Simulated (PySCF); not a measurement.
# Solver options tried on LiBr

Do solver options change the result for LiBr, or only the number of cycles?

The runs use PySCF 2.14.0; method and basis as typed in the scripts.

3 further runs of the same task are left out: 3 that didn't finish.

## 1. Starting geometry

LiBr: 2 atoms, charge 0, spin multiplicity 1.

Bond lengths: Li1–Br2 2.344 Å.

## 2. Base script

Contents of input.py:

```python
from pyscf import gto, scf, mcscf

mol = gto.M(
    atom='Li 0 0 0; Br 0 0 2.344',
    basis='jorge-dzp',
    charge=0,
    spin=0,
    verbose=4,
)
mf = scf.ROHF(mol)
mf.kernel()
mc = mcscf.CASSCF(mf, 8, 6)
mc.kernel()
mc.analyze()
mf.dip_moment()
print('orbital energies (hartree):', mf.mo_energy[..., max(0, mol.nelec[1]-3):mol.nelec[0]+3].round(4))
```

Started as:

```bash
> OMP_NUM_THREADS=1 python input.py
```

Its log is not repeated here.

In short: E(SCF) = -2579.865185 Eh, 9 cycles, E(CAS) − E(SCF) = -0.03006 Eh, μ = 8.27 D (of the SCF density).

The bond length is a typed value, not an optimised one.

## 3. Convergence threshold 1e-07 hartree

Edit 1 changes convergence threshold: default → 1e-07 hartree.

Contents of input.py:

```python
from pyscf import gto, scf, mcscf

mol = gto.M(
    atom='Li 0 0 0; Br 0 0 2.344',
    basis='jorge-dzp',
    charge=0,
    spin=0,
    verbose=4,
)
mf = scf.ROHF(mol)
mf.conv_tol = 1e-07
mf.kernel()
mc = mcscf.CASSCF(mf, 8, 6)
mc.kernel()
mc.analyze()
mf.dip_moment()
print('orbital energies (hartree):', mf.mo_energy[..., max(0, mol.nelec[1]-3):mol.nelec[0]+3].round(4))
```

Started as:

```bash
> OMP_NUM_THREADS=1 python input.py
```

## 4. Convergence threshold 0.001 hartree

Edit 2 changes convergence threshold: default → 0.001 hartree.

input.py, as its differences from that of step 2:

```diff
@@ -10,2 +10,3 @@
 mf = scf.ROHF(mol)
+mf.conv_tol = 0.001
 mf.kernel()
```

**Question.** What will these runs give? Wanted: for each run, E(SCF); from base; SCF dipole; after the SCF.

The runs gave:

```csv
run,E(SCF) (hartree),from base (eV),cycles,SCF dipole (D),after the SCF
base,-2579.865185,0,9,8.27,CASSCF correlation -0.818 eV
convergence threshold 1e-07 hartree,-2579.865185,0.0000,8,8.27,CASSCF correlation -0.818 eV
convergence threshold 0.001 hartree,-2579.865175,not comparable,3,8.28,CASSCF correlation -0.818 eV
```

Distance from each run's final energy (log10 hartree) by cycle:

```csv
run,cycle 1,cycle 2,cycle 3,cycle 5,cycle 8,cycle 12
base,-1.6,-3.0,-4.2,-5.7,-9.6,done
convergence threshold 1e-07 hartree,-1.6,-3.0,-4.2,-5.7,-9.7,done
convergence threshold 0.001 hartree,-1.6,-3.0,-4.3,done,done,done
```

In words: No change of the SCF energy comes from convergence threshold 1e-07 hartree. Rows marked «poor choice» come from settings spoiled on purpose.
